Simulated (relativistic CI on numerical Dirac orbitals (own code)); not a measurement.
# Ru⁴⁺: 4d valence photoemission multiplets

Aim: the 4d valence photoemission spectrum of Ru⁴⁺ in 3 surroundings, from the same atomic integrals.

Method: Dirac-Coulomb-Breit CI, KLI orbitals optimised for each configuration, model QED (radiative potential, 1s self-energy scaled to tabulated hydrogen-like ionisation energies), valence Slater integrals scaled by 0.8, multiplet model of photoemission in the sudden approximation in a parametric crystal field. Code: relativistic CI on numerical Dirac orbitals (own code) version 1.

## Step 1: The system

* ion: Ru⁴⁺ (Ru V)
* nuclear charge: 44
* electrons: 40
* configurations: [Kr] 4d4 → [Kr] 4d3
* temperature: 300 K
* widths: Lorentz 0.3 eV, Gauss 0.5 eV
* surrounding 1: Td, 10Dq = -20250 cm⁻¹
* surrounding 2: Td, 10Dq = -25900 cm⁻¹
* surrounding 3: Td, 10Dq = -31600 cm⁻¹

## Step 2: Surrounding 1: Td, 10Dq = -20250

Settings of the run:

```ini
atom Ru  Z=44  charge=4  electrons=40
nucleus A=102  rms_radius_fm=4.4809
hamiltonian dirac-coulomb  breit=on  qed=on  c_scale=1
orbitals kli  potential=per-configuration
slater_scale 0.8
correlation none
mixing on
configurations
  [Kr] 4d4
  [Kr] 4d3
end
photoemission 4d valence T=300 lorentz=0.3 gauss=0.5
crystal_field Td 10Dq=-20250
```

The program writes no log. Results of the run, from its result record (rounded, main fields):

```text
status: converged
curve, one point in 1 above 2 % of the maximum [energy, intensity] [eV; 1/eV]:
  - [58, 0.02257]
  - [58.1, 0.02622]
  - [58.2, 0.03086]
  - [58.3, 0.03692]
  - [58.4, 0.04508]
  - [58.5, 0.05652]
  - [58.6, 0.07339]
  - [58.7, 0.09974]
  - [58.8, 0.1429]
  - [58.9, 0.2148]
  - [59, 0.33]
  - [59.1, 0.4977]
  - [59.2, 0.7065]
  - [59.3, 0.9132]
  - [59.4, 1.052]
  - [59.5, 1.07]
  - [59.6, 0.9612]
  - [59.7, 0.774]
  - [59.8, 0.5748]
  - [59.9, 0.4109]
  - [60, 0.296]
  - [60.1, 0.22]
  - [60.2, 0.1673]
  - [60.3, 0.1274]
  - [60.4, 0.09592]
  - [60.5, 0.07188]
  - [60.6, 0.05448]
  - [60.7, 0.04237]
  - [60.8, 0.03405]
  - [60.9, 0.0282]
  - [61, 0.02395]
sticks, the strongest [energy, strength] [eV, share]:
  - [59.46, 0.923]
  - [60.07, 0.05044]
  - [60.19, 0.00844]
  - [61.77, 0.001477]
  - [61.87, 0.001342]
  - [62.45, 0.001479]
  - [62.52, 0.0006826]
  - [63.65, 0.005183]
  - [63.67, 0.001163]
  - [63.86, 0.001258]
  - [63.94, 0.0006246]
  - [64.74, 0.001154]
  - [65.11, 0.0007342]
  - [66.44, 0.0005502]
centroid [eV]: 59.5699
spread [eV]: 0.607066
peak [eV]: 59.5
ground_S: 0.127163
radial 4d3 [Ha, bohr]: {"<r^-3>(4d)": 8.0443, "<r^1>(4d)": 1.3162, "<r^2>(4d)": 2.0014, "<r^4>(4d)": 6.4923, "F2(4d,4d)": 0.3523, "F4(4d,4d)": 0.23405, "zeta(4d)": 0.0064081}
```

Run time: 0.15 s. Hardware: 1 thread, shared host.

## Step 3: Surrounding 2: Td, 10Dq = -25900

The settings differ from step 2 so:

```diff
@@ -12,2 +12,2 @@
 photoemission 4d valence T=300 lorentz=0.3 gauss=0.5
-crystal_field Td 10Dq=-20250
+crystal_field Td 10Dq=-25900
```

From the record:

```text
status: converged
curve, one point in 2 above 2 % of the maximum [energy, intensity] [eV; 1/eV]:
  - [58.5, 0.02549]
  - [58.7, 0.03556]
  - [58.9, 0.05355]
  - [59.1, 0.09171]
  - [59.3, 0.191]
  - [59.5, 0.4479]
  - [59.7, 0.882]
  - [59.9, 1.136]
  - [60.1, 0.8822]
  - [60.3, 0.4485]
  - [60.5, 0.1923]
  - [60.7, 0.09484]
  - [60.9, 0.06007]
  - [61.1, 0.0446]
  - [61.3, 0.03314]
  - [61.5, 0.02341]
sticks, the strongest [energy, strength] [eV, share]:
  - [59.9, 0.9811]
  - [61.12, 0.00724]
  - [61.26, 0.0007343]
  - [62.98, 0.0006141]
  - [63.58, 0.0005796]
  - [64.97, 0.005702]
  - [65.07, 0.001788]
  - [66.49, 0.0004395]
centroid [eV]: 59.964
spread [eV]: 0.573844
peak [eV]: 59.9
ground_S: 0.0602793
```

Run time: 0.15 s. Hardware: 1 thread, shared host.

## Step 4: Surrounding 3: Td, 10Dq = -31600

The settings differ from step 3 so:

```diff
@@ -12,2 +12,2 @@
 photoemission 4d valence T=300 lorentz=0.3 gauss=0.5
-crystal_field Td 10Dq=-25900
+crystal_field Td 10Dq=-31600
```

From the record:

```text
status: converged
curve, one point in 2 above 2 % of the maximum [energy, intensity] [eV; 1/eV]:
  - [58.9, 0.02491]
  - [59.1, 0.03454]
  - [59.3, 0.05155]
  - [59.5, 0.0869]
  - [59.7, 0.1774]
  - [59.9, 0.4159]
  - [60.1, 0.8452]
  - [60.3, 1.143]
  - [60.5, 0.9327]
  - [60.7, 0.49]
  - [60.9, 0.2095]
  - [61.1, 0.09863]
  - [61.3, 0.05668]
  - [61.5, 0.03743]
  - [61.7, 0.02707]
sticks, the strongest [energy, strength] [eV, share]:
  - [60.32, 0.9899]
  - [62.21, 0.001971]
  - [62.36, 0.0001865]
  - [64.09, 0.0003008]
  - [64.71, 0.0002319]
  - [66.2, 0.004613]
  - [66.33, 0.001688]
  - [70.63, 0.000308]
centroid [eV]: 60.3717
spread [eV]: 0.559455
peak [eV]: 60.3
ground_S: 0.0349504
```

It took 0.15 s on 1 thread, shared host.

## Step 5: Comparison

| surrounding | ground S | centroid (eV) | spread (eV) | up to four highest peaks (% of the highest), eV |
| --- | --- | --- | --- | --- |
| 1: Td | 0.13 | 59.57 | 0.61 | 59.5 (100) |
| 2: Td | 0.06 | 59.96 | 0.57 | 59.9 (100) |
| 3: Td | 0.03 | 60.37 | 0.56 | 60.3 (100) |

## Step 6: What came out

| quantity | value |
| --- | --- |
| highest peak, first run | 59.5 eV |
| ground spin (effective S from ⟨S²⟩) | 0.03 to 0.13 |

**Reading.** The position of the maximum differs by up to 0.8 eV between the surroundings, by shifts of peaks or by peaks exchanging rank. Energies are those of the free ion without screening by ligands; binding energies in solids differ by tens of eV.
